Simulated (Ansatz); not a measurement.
# H3NaOSn (SMILES [Na][O][SnH3]): one structure at several levels

The atoms stand at a structure displaced at random from a GFN2-xTB minimum. How far do the functionals agree with CCSD(T) there?

Computed with Ansatz 0.2.0, Gaussian basis. Level: single points in def2-TZVPP.

Cores are frozen in the correlated methods. Filled d shells of the heavier atoms are correlated. Core potentials replace the inner electrons past krypton, and spin-orbit coupling is left out. The outer core shell of Li, Na, Mg and K is correlated.

### Step 1. The system as given

SMILES `[Na][O][SnH3]`, 6 atoms, charge 0, spin multiplicity 1.

Atoms are counted from 1 here; the program's logs count them from 0.

Bond lengths: Na1–O2 1.810 Å, O2–Sn3 2.029 Å, Sn3–H4 1.809 Å, Sn3–H5 1.685 Å, Sn3–H6 1.743 Å. Angles: Na1–O2–Sn3 168.1°, O2–Sn3–H4 116.4°, O2–Sn3–H5 110.9°, O2–Sn3–H6 104.7°, H4–Sn3–H5 114.1°, H4–Sn3–H6 102.5°, H5–Sn3–H6 106.9°.

As a file:

```xyz
6

Na   -1.6183   -2.2928    1.3925
O    -0.5703   -0.9900    0.6982
Sn    0.3642    0.4203   -0.4212
H     1.6117   -0.1753   -1.5881
H    -0.7511    1.4913   -1.0918
H     1.3184    1.3289    0.7197
```

### Step 2. CCSD(T)/def2-TZVPP

run/in.yaml reads:

```yaml
crystal:
  periodic: [false, false, false]
  atoms:
    - {symbol: Na, position_ang: [-1.618300, -2.292800, 1.392500]}
    - {symbol: O, position_ang: [-0.570300, -0.990000, 0.698200]}
    - {symbol: Sn, position_ang: [0.364200, 0.420300, -0.421200]}
    - {symbol: H, position_ang: [1.611700, -0.175300, -1.588100]}
    - {symbol: H, position_ang: [-0.751100, 1.491300, -1.091800]}
    - {symbol: H, position_ang: [1.318400, 1.328900, 0.719700]}
basis:
  gaussian: {orbitals: def2-TZVPP}
correlation: {method: ccsd_t}
output: {forces: true}
```

No record of the launch command was kept for these runs.

### Step 3. PBE0-D4/def2-TZVPP

Edit run/in.yaml of step 2 so:

```diff
@@ -11,3 +11,3 @@
   gaussian: {orbitals: def2-TZVPP}
-correlation: {method: ccsd_t}
-output: {forces: true}
+hamiltonian: {xc: pbe0, dispersion: d4}
+output: {forces: true, orbitals: {seedname: orbitals}}
```

### Step 4. wB97M-V/def2-TZVPP

Edit run/in.yaml of step 3 so:

```diff
@@ -11,3 +11,3 @@
   gaussian: {orbitals: def2-TZVPP}
-hamiltonian: {xc: pbe0, dispersion: d4}
-output: {forces: true, orbitals: {seedname: orbitals}}
+hamiltonian: {xc: {name: wB97M-V}}
+output: {forces: true}
```

### Step 5. r2SCAN-D4/def2-TZVPP

Edit run/in.yaml of step 4 so:

```diff
@@ -11,3 +11,3 @@
   gaussian: {orbitals: def2-TZVPP}
-hamiltonian: {xc: {name: wB97M-V}}
+hamiltonian: {xc: r2scan, dispersion: d4}
 output: {forces: true}
```

### Step 6. PBE-D4/def2-TZVPP

Edit run/in.yaml of step 5 so:

```diff
@@ -11,3 +11,3 @@
   gaussian: {orbitals: def2-TZVPP}
-hamiltonian: {xc: r2scan, dispersion: d4}
+hamiltonian: {xc: pbe, dispersion: d4}
 output: {forces: true}
```

### Step 7. r2SCANh-D4/def2-TZVPP

Edit run/in.yaml of step 6 so:

```diff
@@ -11,3 +11,3 @@
   gaussian: {orbitals: def2-TZVPP}
-hamiltonian: {xc: pbe, dispersion: d4}
+hamiltonian: {xc: {name: r2SCANh}, dispersion: d4}
 output: {forces: true}
```

### Step 8. r2SCAN0-D4/def2-TZVPP

Edit run/in.yaml of step 7 so:

```diff
@@ -11,3 +11,3 @@
   gaussian: {orbitals: def2-TZVPP}
-hamiltonian: {xc: {name: r2SCANh}, dispersion: d4}
+hamiltonian: {xc: {name: r2SCAN0}, dispersion: d4}
 output: {forces: true}
```

(Steps that only read results are left out.)

**Question.** What will these runs give? Wanted: energy less free atoms, CCSD(T)/def2-TZVPP; RMS force component; RMS force error; HOMO and LUMO, PBE0-D4; T1 diagnostic.

As calculated:

```
                                  quantity                                                                                                 value
energy less free atoms, CCSD(T)/def2-TZVPP                                                                                        -1351.7 kJ/mol
                       RMS force component                                                                  1.277 to 1.460 eV/Å over the methods
                           RMS force error  PBE0-D4 0.070, wB97M-V 0.020, r2SCAN-D4 0.072, PBE-D4 0.207, r2SCANh-D4 0.052, r2SCAN0-D4 0.086 eV/Å
                    HOMO and LUMO, PBE0-D4                                                                                    -5.78 and -1.34 eV
                             T1 diagnostic                                                                                                 0.015
```

What this shows: Against CCSD(T) the functionals' energies less atoms differ by -25.7 to +22.4 kJ/mol, PBE-D4 by -25.7 kJ/mol. CCSD(T) in triple zeta still lacks some correlation energy of the bonds, so part of these gaps is its own basis error and they don't rank the functionals. On forces the order runs from wB97M-V to PBE-D4. Frozen-core CCSD(T) forces in triple zeta carry basis errors of their own, and this is one geometry, so small gaps rank nothing.
